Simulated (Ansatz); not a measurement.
Lu-Na mixtures: a scan of ordered alloys across composition, run with the Ansatz DFT code, driven from Python.

Script `alloy.py`:
```python
'''Mixing of Lu and Na on the fcc lattice, after relaxing cells and atoms.'''

from collections import Counter
import warnings

import ansatz as az
import numpy as np
from tabulate import tabulate


def fcc(A, a):
    return (
        az.Lattice.fcc(a)
        .space_group(225)
        .atom(A, [0, 0, 0])
        .primitive()
    )

A_FIRST, A_LAST = 4.9, 5.39


def run_phase(name, crystal):
    calc = (
        crystal.calculation()
        .functional('lda')
        .basis(500)
        .kpoints(spacing=0.33)
        .occupations('fermi_dirac', width=0.1)
        .band_table()
    )
    calc = calc.relax(force_tolerance=0.02, max_steps=40, cell=True)
    return calc.run()

def relaxed_twice(name, crystal):
    # the second pass draws mesh and plane waves anew for the relaxed cell
    first = run_phase(name, crystal)
    again = az.Crystal(lattice=az.Lattice.of(first.lattice.cell_ang))
    for site in first.report['lattice']['sites']:
        again = again.atom(site['symbol'], site['position_frac'])
    return run_phase(name, again)


def volume_per_atom(outcome):
    return abs(np.linalg.det(outcome.lattice.cell_ang)) / len(outcome.lattice.sites)


def counts(outcome):
    return Counter(site.symbol for site in outcome.lattice.sites)

warnings.simplefilter('ignore')

# swap the mixed sites of the conventional cell one by one
phases = {}
for k in range(4 + 1):
    a = A_FIRST + (A_LAST - A_FIRST) * k / 4
    cell = fcc('Lu', a).conventional().resolved()
    sites = [site.position for site in cell.sites if site.symbol == 'Lu']
    for position in sites[:k]:
        cell = cell.substitution('Na', at=position, replaces='Lu')
    phases[f'Lu{4 - k}Na{k}'] = cell.resolved()

done = {}
for name, crystal in phases.items():
    done[name] = relaxed_twice(name, crystal)
    print(f'{name}: {done[name].report["energy_sigma0_ev"]:.4f} eV, {len(done[name].lattice.sites)} atoms')

# x is the share of the second element on the mixed sites; both end members stand on this same lattice
x = {name: counts(o)['Na'] / (counts(o)['Lu'] + counts(o)['Na']) for name, o in done.items()}
first, last = min(x, key=x.get), max(x, key=x.get)
energy = {name: o.report['energy_sigma0_ev'] / len(o.lattice.sites) for name, o in done.items()}
volume = {name: volume_per_atom(o) for name, o in done.items()}
rows = []
for name in sorted(done, key=x.get):
    line = lambda table: (1 - x[name]) * table[first] + x[name] * table[last]
    rows.append((name, x[name], 1000 * (energy[name] - line(energy)), volume[name], 100 * (volume[name] / line(volume) - 1)))
print(tabulate(rows, headers=['cell', 'x(Na)', 'E_mix (meV/atom)', 'V (A^3/atom)', 'excess V (%)'], floatfmt='.4f', tablefmt='plain'))
# a fit of these few cells to Omega x(1 - x); small periodic cells, not a random solution
shape = np.array([row[1] * (1 - row[1]) for row in rows])
print('Omega =', round(float(shape @ [row[2] for row in rows] / (shape @ shape)), 1), 'meV/atom')
```

Do these ordered cells favour mixing or separation, and does the volume follow a straight line between the end members?

Mixing energies: +355 meV an atom at x(Na) = 0.25 (volume -3.7 % off the straight line), +417 meV an atom at x(Na) = 0.50 (volume -5.5 % off the straight line) and +419 meV an atom at x(Na) = 0.75 (volume -3.0 % off the straight line). All are positive, so the end members on this lattice are favoured over these cells.

What the script printed:

```console
$ python alloy.py
Lu4Na0: -57971.8595 eV, 4 atoms
Lu3Na1: -44944.0664 eV, 4 atoms
Lu2Na2: -31917.4441 eV, 4 atoms
Lu1Na3: -18891.0614 eV, 4 atoms
Lu0Na4: -5866.3658 eV, 4 atoms
cell      x(Na)    E_mix (meV/atom)    V (A^3/atom)    excess V (%)
Lu4Na0   0.0000              0.0000         25.5699          0.0000
Lu3Na1   0.2500            354.9353         26.5735         -3.6688
Lu2Na2   0.5000            417.1293         27.9752         -5.4932
Lu1Na3   0.7500            419.4378         30.6733         -2.9844
Lu0Na4   1.0000              0.0000         33.6325          0.0000
Omega = 1878.4 meV/atom
```

Reading the output:
- Total energies depend on the potentials; only differences at equal settings carry meaning.
- For the metals among these phases the mesh is modest: differences between phases can be off by up to 40 meV an atom.
- These are small ordered cells, with both end members on the same lattice, which need not be their own; they aren't random solutions. Differences under about 40 meV an atom lie within the error of mesh and functional.
- The cells are prototypes set up for this calculation and needn't exist.
- Finished in 3.6 min on 1 thread of Arm Neoverse V2, with other jobs on the host, peak memory 0.51 GiB.
